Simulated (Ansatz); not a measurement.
# MoN3H4F (SMILES [NH]=[Mo](=[NH])([NH2])[F]): SVWN5-D3(BJ)-ATM/ANO-RCC-VDZ (sfX2C, damping of pbe)

Aim: the vertical ionisation energy of MoN3H4F at SVWN5-D3(BJ)-ATM/ANO-RCC-VDZ (sfX2C, damping of pbe), from 2 runs. 

The calculation is run with Ansatz 0.2.0.

8 further runs of the same task are left out: 4 for a known fault of the program, 4 set aside as unsound or not needed.

**1. The structure to begin with**

MoN3H4F has 9 atoms, charge 0, and is taken as a singlet. SMILES: `[NH]=[Mo](=[NH])([NH2])[F]`. Geometry: relaxed at PBE0-D4/def2-TZVP. This is one conformer, not always the lowest.

Bond lengths: N1–Mo2 1.724 Å, Mo2–N3 1.724 Å, Mo2–N4 1.929 Å, Mo2–F5 1.871 Å, N1–H6 1.011 Å, N3–H7 1.011 Å, N4–H8 1.008 Å, N4–H9 1.008 Å. Some angles: N1–Mo2–N3 111.9°, N1–Mo2–N4 106.7°, N1–Mo2–F5 109.5°, N3–Mo2–N4 106.7°, N3–Mo2–F5 109.5°, N4–Mo2–F5 112.5°, Mo2–N1–H6 154.9°, Mo2–N3–H7 154.9°, Mo2–N4–H8 122.8°, Mo2–N4–H9 122.8°.

**2. A single-point energy at SVWN5-D3(BJ)-ATM/ANO-RCC-VDZ (sfX2C, damping of pbe)**

The input, in.yaml:

```yaml
crystal:
  periodic: [false, false, false]
  atoms:
    - symbol: N
      position_ang: [-0.521400, 1.638700, -0.001800]
    - symbol: Mo
      position_ang: [-0.020200, 0.071300, -0.515700]
    - symbol: "N"
      position_ang: [1.687400, -0.131800, -0.392600]
    - symbol: "N"
      position_ang: [-0.817400, -1.193800, 0.703500]
    - symbol: F
      position_ang: [-0.556800, -0.206700, -2.286900]
    - symbol: H
      position_ang: [-0.378300, 2.579600, 0.338000]
    - symbol: H
      position_ang: [2.632300, 0.166800, -0.194700]
    - symbol: H
      position_ang: [-0.324600, -2.001600, 1.052100]
    - symbol: H
      position_ang: [-1.612600, -0.968900, 1.281300]
basis:
  gaussian: {orbitals: ANO-RCC-VDZ.json}
magnetization: {spin_polarized: false, initial_magnetization: 0}
hamiltonian: {xc: {name: SVWN5}, dispersion: {method: d3bjatm, functional: pbe}}
output: {orbitals: {seedname: orbitals}}
```

The basis set ANO-RCC-VDZ is read from a file made from the Basis Set Exchange's data (not shown).

The run is started by

```
ansatz run in.yaml --threads 1 --pin off --max-ram 2610MiB --events-out events.jsonl --progress --plain --runs-dir runs
```

Log:

```text
Warning: RAYON_NUM_THREADS=1 ignored (pool sized by the plan → 1); use --threads N
Functional definition: SVWN5
  name "SVWN5"
  exchange = slater_x
  correlation = vwn5_c
1172 factors; integrals over basis functions are off by at most 3.1e-4 eV
mean field evaluation 1: about -117210.6725 eV, gradient 1.3e2 eV
mean field evaluation 2: about -116947.3832 eV, gradient 3.4e2 eV
mean field evaluation 4: about -117238.0154 eV, gradient 4.6e1 eV
mean field evaluation 8: about -117242.0459 eV, gradient 2.1e0 eV
mean field evaluation 16: about -117242.0502 eV, gradient 8.7e-4 eV
mean field -117242.05016724 eV, -4308.5658741301 hartree, gradient 2.4e-5 eV, S^2 0.000000; 0 other end points of the search recorded, 0 dependent functions left out
reference -117242.05027951 eV, -4308.5658782562 hartree; 38, 38 occupied and 42, 42 virtual orbitals, 1172 factors
Total energy: -117242.25968014 eV, -4308.5735735874 hartree
Relativity: scalar
```

It took 12 s on 1 thread of Arm Neoverse V2, shared host; peak memory 0.3 GiB.

**3. The doublet cation, same level**

in.yaml, as its differences from that of step 2:

```diff
@@ -1 +1,3 @@
+basis:
+  gaussian: {orbitals: ANO-RCC-VDZ.json}
 crystal:
@@ -21,5 +23,4 @@
       position_ang: [-1.612600, -0.968900, 1.281300]
-basis:
-  gaussian: {orbitals: ANO-RCC-VDZ.json}
-magnetization: {spin_polarized: false, initial_magnetization: 0}
+total_charge: 1
+magnetization: {spin_polarized: true, initial_magnetization: 1}
 hamiltonian: {xc: {name: SVWN5}, dispersion: {method: d3bjatm, functional: pbe}}
```

The basis set ANO-RCC-VDZ is read from a file made from the Basis Set Exchange's data (not shown).

The run is started by

```
ansatz run in.yaml --threads 1 --pin off --max-ram 2610MiB --events-out events.jsonl --progress --plain --runs-dir runs
```

Log:

```text
Warning: RAYON_NUM_THREADS=1 ignored (pool sized by the plan → 1); use --threads N
[... 4 set-up lines as earlier in the session ...]
1169 factors; integrals over basis functions are off by at most 3.1e-4 eV
mean field evaluation 1: about -117201.2141 eV, gradient 9.1e1 eV
mean field evaluation 2: about -116980.5657 eV, gradient 2.4e2 eV
mean field evaluation 4: about -117216.1674 eV, gradient 6.1e1 eV
mean field evaluation 8: about -117232.1675 eV, gradient 4.0e0 eV
mean field evaluation 16: about -117232.2654 eV, gradient 5.7e-2 eV
mean field evaluation 32: about -117232.2672 eV, gradient 7.1e-5 eV
mean field evaluation 64: about -117232.2479 eV, gradient 1.0e0 eV
mean field -117232.26716928 eV, -4308.2063555862 hartree, gradient 2.3e-6 eV, S^2 0.759029; 6 other end points of the search recorded, 0 dependent functions left out
reference -117232.26727517 eV, -4308.2063594779 hartree; 38, 37 occupied and 42, 43 virtual orbitals, 1169 factors
Total energy: -117232.47667581 eV, -4308.2140548091 hartree
Relativity: scalar
```

Wall time 25 s (1 thread of Arm Neoverse V2, shared host); peak memory 0.3 GiB.

**4. Summary of results**

At SVWN5-D3(BJ)-ATM/ANO-RCC-VDZ (sfX2C, damping of pbe):

```
                                          quantity           value
                     singlet MoN3H4F: total energy  -4308.57357 Eh
                      singlet MoN3H4F: HOMO energy        -6.59 eV
                      singlet MoN3H4F: LUMO energy        -2.36 eV
                    singlet MoN3H4F: HOMO–LUMO gap         4.23 eV
                singlet MoN3H4F: dispersion energy   -20.20 kJ/mol
                      doublet cation: total energy  -4308.21405 Eh
doublet cation: HOMO energy (highest over α and β)       -12.92 eV
                 doublet cation: dispersion energy   -20.20 kJ/mol
                              doublet cation: ⟨S²⟩           0.759
vertical ionisation energy (to the doublet cation)        9.783 eV
```

What this shows: Removing an electron at fixed nuclei costs 9.78 eV (944 kJ/mol). −ε(HOMO) before ionisation, 6.59 eV, is 3.19 eV below this ionisation energy.
